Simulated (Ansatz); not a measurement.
# TiRh: pressure up to the limit of the methods

One table from this session's results is given with a row withheld; the runs are named, their logs left out.

Program: Ansatz 0.2.0. Level of theory: DFT LDA, with the methods named in each step. These are calculated values, not measurements.

## The system as given

It takes space group P4/mmm (No. 123, tetragonal). Conventional cell: a = 2.947 Å, b = 2.947 Å, c = 3.444 Å, α = 90.00°, β = 90.00°, γ = 90.00°. Ti (site symmetry 4/mmm) is surrounded by 8 Rh at 2.70 Å and 4 Ti at 2.95 Å. Rh (site symmetry 4/mmm) has 8 Ti at 2.70 Å and 4 Rh at 2.95 Å as nearest neighbours.

Coordinates:

```xyz
2
Lattice="2.9468 0.0000 0.0000 0.0000 2.9468 0.0000 0.0000 0.0000 3.4444" Properties=species:S:1:pos:R:3 pbc="T T T"
Ti    1.4734    1.4734    1.7222
Rh    0.0000    0.0000    0.0000
```

Whether this phase is the stable one at these pressures isn't tested.

Atoms are numbered in the order of the input: Ti1, Rh2.

Set-up of the first run:

input.yaml

```yaml
crystal:
  lattice:
    - [2.9467532106, 0.0, 0.0]
    - [0.0, 2.9467532106, 0.0]
    - [0.0, 0.0, 3.4444387195]
  atoms:
    - { symbol: Ti, position: [0.5, 0.5, 0.5] }
    - { symbol: Rh, position: [0.0, 0.0, 0.0] }
kpoints:
  mp_grid: { grid: [12, 12, 11] }
  band_path:
    path:
      - [0.0, 0.0, 0.0]
      - [0.0, 0.5, 0.0]
      - [0.5, 0.5, 0.0]
      - [0.0, 0.0, 0.0]
      - [0.0, 0.0, 0.5]
      - [0.0, 0.5, 0.5]
      - [0.5, 0.5, 0.5]
      - [0.0, 0.0, 0.5]
      - [0.0, 0.5, 0.0]
    npoints: 14
scf:
  occupations: { method: fermi_dirac, width: 0.05 }
hamiltonian:
  xc: lda
  pseudopotentials: { kind: all_electron, lapw: { basis_error: 0.001 } }
output:
  forces: true
  stress: true
  eigenvalues: true
  populations: true
```

Started as:

```
$ ansatz run input.yaml --threads 1 --pin off --max-ram 2048MiB --backend cpu --events-out ev --progress --plain --runs-dir out
```

Steps of the session up to this table: The reference volume, LAPW; Volume scaled by 1, crystal datasets; Volume scaled by 0.9, LAPW; Volume scaled by 0.5, LAPW; Volume scaled by 0.4, LAPW; Volume scaled by 0.4, crystal datasets.

One table of the session follows, with a row left open; its other results are not shown here.

```
          method  volume over the first  volume (Å³/atom)  pressure (GPa)
            LAPW                      1            14.955          -12.13
            LAPW                    0.9            13.459           10.80
            LAPW                    0.5                 ?               ?
            LAPW                    0.4             5.982         1044.05
             PAW                      1            14.955          -12.15
             PAW                    0.9            13.459           10.75
             PAW                    0.5             7.477          501.77
             PAW                    0.4             5.982         1035.31
crystal datasets                      1            14.955          -12.13
crystal datasets                    0.4             5.982         1044.06
```

Estimate the missing values for LAPW, 0.5.

The run gave: volume (Å³/atom): 7.477; pressure (GPa): 503.51.

Limits of these values: Rows by PAW come from runs of the same series that aren't printed here. A fit over so wide a range leans to the high pressures, so B₀ can be off by several per cent. Warnings in the runs' records: gradients without spin orbit, crystal datasets made.
